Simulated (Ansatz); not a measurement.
# KF: a single-point run

Wanted: a converged single-point run for KF, and a check of what comes out. The structure is shown as the input types it.

Method: density functional or hybrid calculation with the settings of its input, plane waves (as first typed), in Ansatz 0.2.0.

2 further runs of the same task are left out: 1 for a known fault of the program, 1 that didn't finish.

## Step 1: The starting structure

It takes space group Fm-3m (No. 225, cubic). The conventional cell has a = 5.318 Å, b = 5.318 Å, c = 5.318 Å, α = 90.00°, β = 90.00°, γ = 90.00°. Around K (site symmetry m-3m) lie 6 F at 2.66 Å. F (site symmetry m-3m) is surrounded by 6 K at 2.66 Å.

Structure file:

```cif
data_structure
_symmetry_space_group_name_H-M 'Fm-3m'
_symmetry_Int_Tables_number 225
_cell_length_a 5.3179
_cell_length_b 5.3179
_cell_length_c 5.3179
_cell_angle_alpha 90.000
_cell_angle_beta 90.000
_cell_angle_gamma 90.000
_cell_volume 150.39
loop_
_atom_site_label
_atom_site_type_symbol
_atom_site_symmetry_multiplicity
_atom_site_Wyckoff_symbol
_atom_site_fract_x
_atom_site_fract_y
_atom_site_fract_z
_atom_site_occupancy
K1 K 4 a 0.00000 0.00000 0.00000 1
F1 F 4 b 0.50000 0.00000 0.00000 1
```

## Step 2: The run

input.yaml reads:

```yaml
crystal:
  lattice:
    - [0.0, 2.6589566634, 2.6589566634]
    - [2.6589566634, 0.0, 2.6589566634]
    - [2.6589566634, 2.6589566634, 0.0]
  atoms:
    - { symbol: K, position: [0.0, 0.0, 0.0] }
    - { symbol: F, position: [0.5, 0.5, 0.5] }
kpoints:
  mp_grid: { grid: [6, 6, 6] }
hamiltonian:
  xc: b3pw
scf:
  occupations: { method: fixed }
  n_extra_bands: 4
output:
  forces: true
  stress: true
  eigenvalues: true
```

Launch:

```console
ansatz run input.yaml --threads 4 --pin off --max-ram 3686MiB --backend cpu --events-out ev --progress --plain --runs-dir out
```

What happens when this is run?

The program refused the input before any cycle. It says: «line 12 column 7: hamiltonian.xc: unknown variant `b3pw`, expected one of `lda`, `lda-pw`, `pw92`, `pbe`, `pbesol`, `rpbe`, `revpbe`, `blyp`, ...»

The suspect setting: hamiltonian.xc is b3pw. No functional of that name is defined in this program.

Remedy: set hamiltonian.xc to r2scan. Any name on the list would pass the check; a listed functional of a like name need not be the same functional.
